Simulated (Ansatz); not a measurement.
# SiB3: the cost of one run

Method: DFT r2SCAN, scalar-relativistic, plane waves, PAW, in Ansatz 0.2.0.

**1. Starting point**

Symmetry: I4/mmm, No. 139, tetragonal system. The conventional cell has a = 3.136 Å, b = 3.136 Å, c = 7.006 Å, α = 90.00°, β = 90.00°, γ = 90.00°. Si (site symmetry 4/mmm) has 12 B at 2.22 to 2.35 Å as nearest neighbours. Around B (site symmetry 4/mmm) lie 4 Si at 2.22 Å and 8 B at 2.35 Å. B (site symmetry -4m2) is surrounded by 8 B at 2.22 to 2.35 Å and 4 Si at 2.35 Å.

Structure file:

```
Si B
1.0
    -1.56821    1.56821    3.50300
     1.56821   -1.56821    3.50300
     1.56821    1.56821   -3.50300
Si B
1 3
Direct
  0.00000 0.00000 0.00000
  0.50000 0.50000 0.00000
  0.25000 0.75000 0.50000
  0.75000 0.25000 0.50000
```

This is candidate A: TiAl3 (D0_22) type (I4/mmm, No. 139).

(A quick probe on a coarse mesh, which set the mesh and smearing, is not shown.)

**3. Rough relaxation on the coarse mesh (candidate A)**

input.yaml

```yaml
crystal:
  lattice:
    - [-1.5682055922, 1.5682055922, 3.5030046994]
    - [1.5682055922, -1.5682055922, 3.5030046994]
    - [1.5682055922, 1.5682055922, -3.5030046994]
  atoms:
    - { symbol: Si, position: [0.0, 0.0, 0.0] }
    - { symbol: B, position: [0.5, 0.5, 0.0] }
    - { symbol: B, position: [0.25, 0.75, 0.5] }
    - { symbol: B, position: [0.75, 0.25, 0.5] }
basis:
  ecutwfc: 500
kpoints:
  mp_grid: { grid: [8, 8, 8] }
hamiltonian:
  xc: r2scan
scf:
  occupations: { method: gaussian, width: 0.1 }
  lower_state_search: "off"
output:
  forces: true
  stress: true
  eigenvalues: true
relax:
  adjacent_minimum: "off"
  f_tol: 0.04
  max_steps: 70
  cell: { stress_tol: 0.4 }
```

Command:

```console
$ ansatz run input.yaml --threads 1 --pin off --max-ram 2560MiB --backend cpu --events-out ev --progress --plain --runs-dir out
```

What time and memory should one allow on 1 thread of Intel Xeon 6975P-C (Granite Rapids), shared host?

About 15 s, with a peak of 0.52 GiB.
